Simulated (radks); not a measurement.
**Valence configurations of Sn⁺**

The task here is to estimate one member of a computed series from the others.

Method: scalar-relativistic Kohn-Sham, PBE, spin-unpolarised, spherical densities, point nucleus. Code: radks (a radial shooting solver on a logarithmic mesh, Libxc functionals) version 1.

**Starting point**

```
element       : tin (Z = 50)
charge        : +1
electrons     : 49
configuration : [Kr] 4d10 5s2 5p1
others tried  : 4d9 5s2 5p2; 4d10 5p3; 4d10 5s1 5p2; 4d9 5p4; 4d10 5s1.5 5p1.5; 4d9 5s1 5p3; 4d9.5 5s0.5 5p3; 4d9.5 5s1.5 5p2; 4d9.5 5s1 5p2.5
```

The outer shells:

Sn⁺
```
[Kr] core
4d [↑↓][↑↓][↑↓][↑↓][↑↓]
5s [↑↓]
5p [↑ ][  ][  ]
```

Set-up of the first run:

Input:

```text
Z 50
configuration [Kr] 4d10 5s2 5p1
relativity scalar-relativistic
functional pbe,pbe
spin unpolarised
nucleus point
c 137.035999084
```

Among the steps run: [Kr] 4d10 5s2 5p1.

One table of the session follows, with a row left open; its other results are not shown here.

It belongs to the step «[Kr] 4d10 5s2 5p1». Radial moments (bohr):

```
level     <r>  outermost maximum (interpolated)  90 % within  nodes
   3s  0.3393                             0.308        0.499      2
   3p  0.3377                             0.301        0.507      1
   3d  0.3146                             0.251        0.496      0
   4s  0.8186                             0.746         1.18      3
   4p       ?                                 ?            ?      ?
   4d   1.096                             0.887         1.71      1
   5s   2.306                              1.98         3.39      4
   5p   2.904                              2.43         4.35      3
```

Q: Estimate the row for 4p from the others.

The run gave: <r>: 0.8858; outermost maximum (interpolated): 0.788; 90 % within: 1.30; nodes: 2. In the column «<r>» it lies between 4s (0.8186) and 4d (1.096).
